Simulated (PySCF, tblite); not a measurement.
# C3H10B2N radical: geometry, infrared bands and EPR parameters

What infrared bands and EPR parameters should C3H10B2N radical (`[CH2]NBCBC`) show?

The runs use tblite 0.8.0 and PySCF 2.14.0, with density-fitted response routines of our own; the level of theory stands in each step. All values are computed, except where a source is named. Atoms are numbered from 0 throughout.

## Step 1: The starting structure

16 atoms, charge 0, multiplicity 2; geometry from: force field or distance geometry start.

Bonds of the start (Å): C0–N1 1.46, N1–B2 1.50, B2–C3 1.59, C3–B4 1.60, B4–C5 1.60, C0–H6 1.10, C0–H7 1.10, N1–H8 1.05, B2–H9 1.19, C3–H10 1.10, C3–H11 1.12, B4–H12 1.18, C5–H13 1.10, C5–H14 1.10, C5–H15 1.11.

## Step 2: Optimising the geometry with GFN2-xTB

What the job is given:

```
{"job": {"kind": "relax", "xc": "GFN2-xTB", "basis": "xTB"}, "charge": 0, "multiplicity": 2}
C      3.251900     0.419900     0.025900
N      2.114400    -0.195100     0.702300
B      0.847900     0.414000     0.165500
C     -0.263400    -0.497900    -0.523400
B     -1.615100    -0.433000     0.327300
C     -2.947800     0.131800    -0.344500
H      4.186200     0.213900     0.572200
H      3.343800     0.015700    -0.997500
H      2.175300     0.073600     1.720100
H      0.650800     1.582300     0.255200
H     -0.438900    -0.160000    -1.556400
H      0.086900    -1.560200    -0.538300
H     -1.636200    -0.798700     1.453100
H     -3.765100     0.101300     0.395100
H     -3.216200    -0.480500    -1.218300
H     -2.782000     1.181800    -0.654600
```

On the command line:

```console
> OMP_NUM_THREADS=1 python probes_run.py task.json out
```

One launch serves the whole session: the jobs run in the order shown.

**Question.** This job is followed by: GFN2-xTB harmonic vibrations, gas phase; UKS B3LYP, pcH-1 on B C H N, non-relativistic, mean-field spin-orbit, GIAO. What will the session give for the following? strongest single infrared mode (GFN2-xTB); zero-point energy (GFN2-xTB); g(iso) (B3LYP); ⟨S²⟩; largest a(iso) (averaged by class); potential on the surface of density 0.002 e/bohr³, 1st and 99th percentile.

As calculated:

| quantity | value |
| --- | --- |
| strongest single infrared mode (GFN2-xTB) | 1177 cm⁻¹, 221 km/mol |
| zero-point energy (GFN2-xTB) | 80.6 kcal/mol |
| g(iso) (B3LYP) | 2.00257 |
| ⟨S²⟩ | 0.756 (exact 0.75) |
| largest a(iso) (averaged by class) | 13C on C0, 71.6 MHz |
| potential on the surface of density 0.002 e/bohr³, 1st and 99th percentile | -0.35 V and 1.81 V |

**Reading.** Relaxing lowered the energy by 1.594 eV in 137 steps; the close pair that moved most is C0–N1, from 1.459 to 1.350 Å. The lowest mode is imaginary (82i cm⁻¹), so the xTB geometry is not a minimum: the zero-point energy counts the real modes alone, and all values at this geometry belong to a saddle point. The strongest single mode, at 1177 cm⁻¹, is spread over many atoms; the largest shares are those of B2, B4. GFN2-xTB is a fitted tight-binding method: band positions and strengths are rough. Its intensities can rank the bands wrongly. Most of the unpaired spin sits on C0 (0.86 e). The isotropic g lies 0.3 ppt above the free-electron value. These values are for one conformer; the search (at its own cheap level) found 2 more, at 0.88, 15.38 kcal/mol, and measured spectra average over such forms.
